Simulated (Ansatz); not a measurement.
# Ta3N: the cost of one run

Program: Ansatz 0.2.0. Level of theory: DFT PBEsol, scalar-relativistic, plane waves, PAW. These are calculated values, not measurements.

3 further runs of the same task are left out: 1 that didn't finish, 2 set aside as unsound or not needed. Runs told in other sessions of the task aren't counted.

### 1 The structure to begin with

It takes space group P-3m1 (No. 164, trigonal). The conventional cell has a = 3.001 Å, b = 3.001 Å, c = 7.450 Å, α = 90.00°, β = 90.00°, γ = 120.00°. Around Ta (site symmetry -3m) lie 12 Ta at 2.99 to 3.00 Å. Ta (site symmetry 3m) has 3 N at 2.16 Å in its first shell of neighbours. Around N (site symmetry -3m) lie 6 Ta at 2.16 Å.

Coordinates:

```
Ta N
1.0
     3.00050    0.00000    0.00000
    -1.50025    2.59851    0.00000
     0.00000    0.00000    7.44993
Ta N
3 1
Direct
  0.00000 0.00000 0.50000
  0.33333 0.66667 0.17259
  0.66667 0.33333 0.82741
  0.00000 0.00000 0.00000
```

It goes back to an entry of the Materials Project, which need not be the stable form.

This cell was relaxed beforehand with the same method: volume 14.52 Å³/atom, gap on the mesh none (metal).

### 2 The reference cell

Reference values: F = -29800.1794 eV; pressure 0.01 GPa; largest force 0.002 eV/Å; gap on the mesh none (metal). It was computed beforehand with the settings of the runs below.

### 3 The scan: a frozen normal mode

Mode 9 of the phonon run on this cell, counted from the lowest, is frozen in: each atom moves by x times its row below, so x is the largest displacement.

```
atom     ux     uy      uz
 Ta1  0.000  0.000   1.000
 Ta2  0.000  0.000  -0.484
 Ta3  0.000  0.000  -0.484
  N4  0.000  0.000  -0.413
```

### 4 At x = -0.300 Å

File input.yaml:

```yaml
crystal:
  lattice:
    - [3.0005045844, 0.0, 0.0]
    - [-1.5002522922, 2.5985131942, 0.0]
    - [0.0, 0.0, 7.4499251172]
  atoms:
    - { symbol: Ta, position: [0.0, 0.0, 0.4597311389] }
    - { symbol: Ta, position: [0.3333333333, 0.6666666667, 0.1920760351] }
    - { symbol: Ta, position: [0.6666666667, 0.3333333333, 0.8469040583] }
    - { symbol: "N", position: [0.0, 0.0, 0.016648804] }
basis:
  ecutwfc: 420
kpoints:
  mp_grid: { grid: [18, 18, 8] }
hamiltonian:
  xc: pbesol
scf:
  occupations: { method: gaussian, width: 0.15 }
output:
  forces: true
  stress: true
  eigenvalues: true
```

Started as:

```sh
ansatz run input.yaml --threads 2 --pin off --max-ram 5120MiB --backend cpu --events-out ev --progress --plain --runs-dir out
```

Q: Estimate wall time and peak memory on 2 threads of Intel Xeon at 2.70GHz, shared host.

About 15 s, with a peak of 0.59 GiB.
